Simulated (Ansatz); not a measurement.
**C4N4Si: a ladder of functionals and wavefunction methods**

An exercise on one series of results from a longer session: the logs are not shown, and one member is left open.

Method: functionals in def2-TZVPP, the program's frozen cores in correlated methods; program: Ansatz 0.2.0, Gaussian basis.

The runs, in order: LDA (SPW92), PBE-D4, revPBE-D4, BLYP-D4, r2SCAN-D4, B97M-V, PBE0-D4, B3LYP-D4, r2SCANh-D4, r2SCAN0-D4, HSE06-D4, BHLYP-D4, CAM-B3LYP-D4, LC-ωPBE, ωB97X-V, ωB97M-V, B2PLYP, PBE-QIDH; CCSD(T)/def2-SVP; CCSD(T)/def2-TZVPP; MP2/def2-QZVPP; extrapolation to the limit; RPA on PBE.

**The relaxed structure**

All runs share one geometry, relaxed beforehand with PBE0-D4 in a triple-zeta def2 set.

SMILES `N#C[Si](C#N)(C#N)C#N`, 9 atoms, charge 0, spin multiplicity 1.

Atoms are counted from 1 here; the program's logs count them from 0.

Bond lengths: N1–C2 1.151 Å, C2–Si3 1.822 Å, Si3–C4 1.822 Å, Si3–C6 1.822 Å, Si3–C8 1.822 Å, C4–N5 1.151 Å, C6–N7 1.151 Å, C8–N9 1.151 Å. Angles: N1–C2–Si3 180.0°, C2–Si3–C4 109.5°, C2–Si3–C6 109.5°, C2–Si3–C8 109.5°, C4–Si3–C6 109.5°, C4–Si3–C8 109.5°, C6–Si3–C8 109.5°, Si3–C4–N5 179.9°, Si3–C6–N7 179.8°, Si3–C8–N9 179.9°.

Set-up of the first run:

Contents of in.yaml:

```yaml
crystal:
  periodic: [false, false, false]
  atoms:
    - {symbol: N, position_ang: [2.205055, -1.940927, -0.461989]}
    - {symbol: C, position_ang: [1.351834, -1.189527, -0.283489]}
    - {symbol: Si, position_ang: [0.000271, -0.000639, -0.000180]}
    - {symbol: C, position_ang: [-1.095090, 0.032074, -1.456045]}
    - {symbol: N, position_ang: [-1.785963, 0.054963, -2.376165]}
    - {symbol: C, position_ang: [0.698512, 1.660441, 0.271281]}
    - {symbol: N, position_ang: [1.136257, 2.710822, 0.443129]}
    - {symbol: C, position_ang: [-0.954407, -0.504987, 1.467690]}
    - {symbol: N, position_ang: [-1.556470, -0.822230, 2.395767]}
basis:
  gaussian: {orbitals: def2-TZVPP}
hamiltonian: {xc: lda}
output: {orbitals: {seedname: orbitals}}
```

On the command line:

```
$ ansatz run in.yaml --threads 2 --pin off --events-out ev --progress --plain --max-ram 32768MiB --backend cuda --devices 0, --max-vram 18GiB
```

Steps of the session up to this table: LDA; PBE-D4 (GGA); revPBE-D4 (GGA); BLYP-D4 (GGA); r2SCAN-D4 (meta-GGA); B97M-V (meta-GGA); PBE0-D4 (hybrid); B3LYP-D4 (hybrid); r2SCANh-D4 (hybrid); r2SCAN0-D4 (hybrid); HSE06-D4 (hybrid); BHLYP-D4 (hybrid); CAM-B3LYP-D4 (range-separated); LC-ωPBE (range-separated); ωB97X-V (range-separated); ωB97M-V (range-separated); B2PLYP (double hybrid); PBE-QIDH (double hybrid).

One table of the session follows, with a row left open; its other results are not shown here.

It belongs to the step «Frontier levels by functional». 

```
  functional  HOMO (eV)  LUMO (eV)  gap (eV)
 LDA (SPW92)      -9.99      -4.25      5.74
      PBE-D4          ?          ?         ?
   revPBE-D4      -9.76      -3.84      5.92
     BLYP-D4      -9.73      -3.78      5.95
   r2SCAN-D4     -10.27      -3.83      6.44
      B97M-V     -10.20      -3.69      6.51
     PBE0-D4     -11.35      -3.05      8.30
    B3LYP-D4     -11.06      -3.24      7.82
  r2SCANh-D4     -10.80      -3.49      7.30
  r2SCAN0-D4     -11.56      -2.99      8.57
    HSE06-D4     -10.94      -3.43      7.51
    BHLYP-D4     -12.55      -2.00     10.54
CAM-B3LYP-D4     -12.78      -1.90     10.88
     LC-ωPBE     -14.31      -0.76     13.56
     ωB97X-V     -13.81      -0.81     12.99
     ωB97M-V     -13.67      -0.92     12.75
```

**Question.** Estimate the row for PBE-D4.

**Answer.** HOMO (eV): -9.83; LUMO (eV): -3.95; gap (eV): 5.88. In the column «HOMO (eV)» it lies between LDA (SPW92) (-9.99) and revPBE-D4 (-9.76).
